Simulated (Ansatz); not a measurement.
Here is an Ansatz 0.2.0 calculation.

File input.yaml:

```yaml
crystal:
  lattice:
    - [-2.158799, 2.158799, 4.760484]
    - [2.158799, -2.158799, 4.760484]
    - [2.158799, 2.158799, -4.760484]
  atoms:
    - { symbol: Sb, position: [0.0, 0.0, 0.0] }
    - { symbol: Ga, position: [0.5, 0.5, 0.0] }
    - { symbol: Ga, position: [0.25, 0.75, 0.5] }
    - { symbol: Ga, position: [0.75, 0.25, 0.5] }
kpoints:
  mp_grid: { grid: [9, 9, 9] }
  band_path:
    path:
      - [0.0, 0.0, 0.0]
      - [0.0, 0.0, 0.5]
      - [-0.102823457, 0.102823457, 0.5]
      - [-0.3014117285, 0.3014117285, 0.3014117285]
      - [0.0, 0.0, 0.0]
      - [0.5, 0.5, -0.5]
      - [0.3014117285, 0.6985882715, -0.3014117285]
      - [0.0, 0.5, 0.0]
    npoints: 10
scf:
  occupations: { method: fermi_dirac, width: 0.05 }
hamiltonian:
  xc: pbe
  pseudopotentials: { kind: all_electron, lapw: { basis_error: 0.002 } }
output:
  forces: true
  stress: true
  eigenvalues: true
```

Potentials or basis: all-electron LAPW, scalar-relativistic.

Run with:

```sh
$ ansatz run input.yaml --threads 2 --pin off --max-ram 8192MiB --backend cpu --events-out ev --progress --plain --runs-dir out
```

Question: What does it give for the band gap along the path?

Answer: None (metal or under the smearing width).

Question: What does it give for the pressure?

Answer: -0.5 GPa.

Stress tensor (GPa, compression positive):
```
-0.80  0.00  0.00
 0.00 -0.80  0.00
 0.00  0.00 -0.03
```

Caveat: spin-orbit coupling is left out, which moves the levels of the heavy elements.
